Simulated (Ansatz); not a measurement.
# In2S: the cost of one run

Method: DFT PBE, scalar-relativistic, plane waves, PAW, in Ansatz 0.2.0.

## (1) The system as given

The structure is tetragonal, space group P-4m2 (No. 115). The conventional cell has a = 3.943 Å, b = 3.943 Å, c = 5.433 Å, α = 90.00°, β = 90.00°, γ = 90.00°. Around In (site symmetry 2mm) lie 2 S at 2.70 Å. S (site symmetry -4m2) is surrounded by 4 In at 2.70 Å.

Coordinates:

```
CELL_PARAMETERS angstrom
3.94313 0.00000 0.00000
0.00000 3.94313 0.00000
0.00000 0.00000 5.43260
ATOMIC_POSITIONS crystal
In 0.50000 0.00000 0.66096
In 0.00000 0.50000 0.33904
S 0.00000 0.00000 0.00000
```

It is the end of an earlier relaxation with the same method, from a database cell with other species swapped in; it is a trial structure. At a tolerance of 0.05 Å it has space group P-4m2 (No. 115); it has 28.16 Å³/atom, an uncorrected energy of -0.28 eV/atom over the elements.

## (2) Electronic structure at the relaxed geometry

input.yaml reads:

```yaml
crystal:
  lattice:
    - [3.9431303459, 0.0, 0.0]
    - [0.0, 3.9431303459, 0.0]
    - [0.0, 0.0, 5.4326040576]
  atoms:
    - { symbol: In, position: [0.5, 0.0, 0.6609598328] }
    - { symbol: In, position: [0.0, 0.5, 0.3390401672] }
    - { symbol: S, position: [0.0, 0.0, 0.0] }
basis:
  ecutwfc: 420
kpoints:
  mp_grid: { grid: [12, 12, 10] }
  band_path:
    path:
      - [[0.0, 0.0, 0.0], [0.0, 0.5, 0.0], [0.5, 0.5, 0.0], [0.0, 0.0, 0.0], [0.0, 0.0, 0.5], [0.0, 0.5, 0.5], [0.5, 0.5, 0.5], [0.0, 0.0, 0.5]]
      - [[0.0, 0.5, 0.0], [0.0, 0.5, 0.5]]
      - [[0.5, 0.5, 0.0], [0.5, 0.5, 0.5]]
    npoints: 14
hamiltonian:
  xc: pbe
scf:
  occupations: { method: gaussian, width: 0.1 }
  n_extra_bands: 7
output:
  forces: true
  stress: true
  eigenvalues: true
  populations: true
  dos: { projected: true, de: 0.02, nscf_kmesh: { grid: [15, 15, 12] } }
  bader: true
  write_density: true
  write_potential: true
  elf: true
  volumetric_format: npy
```

Command:

```bash
$ ansatz run input.yaml --threads 1 --pin off --max-ram 2560MiB --backend cpu --events-out ev --progress --plain --runs-dir out
```

Q: Estimate wall time and peak memory on 1 thread of Intel Xeon 6975P-C (Granite Rapids), shared host.

About 50 s, with a peak of 0.63 GiB.
